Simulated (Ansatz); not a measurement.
# CH6FNO2Si: the cost of one run

Program: Ansatz 0.2.0, Gaussian basis. Level of theory: the settings change from run to run. These are calculated values, not measurements.

### Step 1. The relaxed structure

The geometry comes from an earlier relaxation with PBE0-D4 in a triple-zeta def2 set; it is a stationary point, not always the lowest conformer.

SMILES `CO[Si](N)(O)F`, 12 atoms, charge 0, spin multiplicity 1.

Atoms are counted from 1 here; the program's logs count them from 0.

Bond lengths: C1–O2 1.412 Å, C1–H7 1.094 Å, C1–H8 1.091 Å, C1–H9 1.094 Å, O2–Si3 1.619 Å, Si3–N4 1.691 Å, Si3–O5 1.630 Å, Si3–F6 1.595 Å, N4–H10 1.007 Å, N4–H11 1.006 Å, O5–H12 0.958 Å. Angles: O2–C1–H7 111.0°, O2–C1–H8 108.1°, O2–C1–H9 111.3°, H7–C1–H8 108.6°, H7–C1–H9 108.9°, H8–C1–H9 108.9°, C1–O2–Si3 125.2°, O2–Si3–N4 113.5°, O2–Si3–O5 106.2°, O2–Si3–F6 109.5°, N4–Si3–O5 112.6°, N4–Si3–F6 105.2°, O5–Si3–F6 109.8°, Si3–N4–H10 119.6°, Si3–N4–H11 120.5°, H10–N4–H11 111.5°, Si3–O5–H12 117.0°.

As a file:

```mol
CH6FNO2Si
  3D, bonds by distance, orders not assigned

 12 11  0  0  0  0  0  0  0  0999 V2000
   -0.1241    1.6941    1.1103 C   0  0
    0.3094    0.3677    0.8919 O   0  0
    0.1683   -0.4424   -0.5023 Si  0  0
    0.5902   -2.0748   -0.3802 N   0  0
   -1.3698   -0.2283   -0.9984 O   0  0
    1.1732    0.1705   -1.5790 F   0  0
    0.5008    2.4060    0.5621 H   0  0
   -0.0396    1.9060    2.1772 H   0  0
   -1.1654    1.8268    0.8037 H   0  0
    1.5520   -2.3495   -0.4940 H   0  0
    0.1067   -2.6804    0.2620 H   0  0
   -1.6248   -0.6507   -1.8195 H   0  0
  1  2  8  0
  2  3  8  0
  3  4  8  0
  3  5  8  0
  3  6  8  0
  1  7  8  0
  1  8  8  0
  1  9  8  0
  4 10  8  0
  4 11  8  0
  5 12  8  0
M  END
```

### Step 2. wB97/def2-mTZVPP

Set apart from the defaults: unrestricted orbitals, atoms shaken by 0.08 Å.

Input file in.yaml:

```yaml
crystal:
  periodic: [false, false, false]
  atoms:
    - {symbol: C, position_ang: [-0.028923, 1.775058, 1.155925]}
    - {symbol: O, position_ang: [0.259182, 0.471840, 0.804272]}
    - {symbol: Si, position_ang: [0.193759, -0.428844, -0.348906]}
    - {symbol: N, position_ang: [0.434177, -2.023784, -0.320970]}
    - {symbol: O, position_ang: [-1.446323, -0.295101, -1.104084]}
    - {symbol: F, position_ang: [1.046074, 0.181189, -1.558330]}
    - {symbol: H, position_ang: [0.530761, 2.286317, 0.586654]}
    - {symbol: H, position_ang: [-0.094862, 1.847955, 2.191455]}
    - {symbol: H, position_ang: [-1.109912, 1.729971, 0.943917]}
    - {symbol: H, position_ang: [1.680110, -2.376564, -0.545133]}
    - {symbol: H, position_ang: [-0.007415, -2.609086, 0.212354]}
    - {symbol: H, position_ang: [-1.664796, -0.589072, -1.833090]}
basis:
  gaussian: {orbitals: def2-mTZVPP}
magnetization: {spin_polarized: true, initial_magnetization: 0}
hamiltonian: {xc: {name: wB97}}
```

Started as:

```console
$ ansatz run in.yaml --threads 4 --pin off --events-out ev --progress --plain --max-ram 10444MiB
```

What time and memory should one allow on 4 threads of Intel Xeon Platinum 8259CL at 2.50GHz, shared host?

About 7.5 s, with a peak of 0.57 GiB.
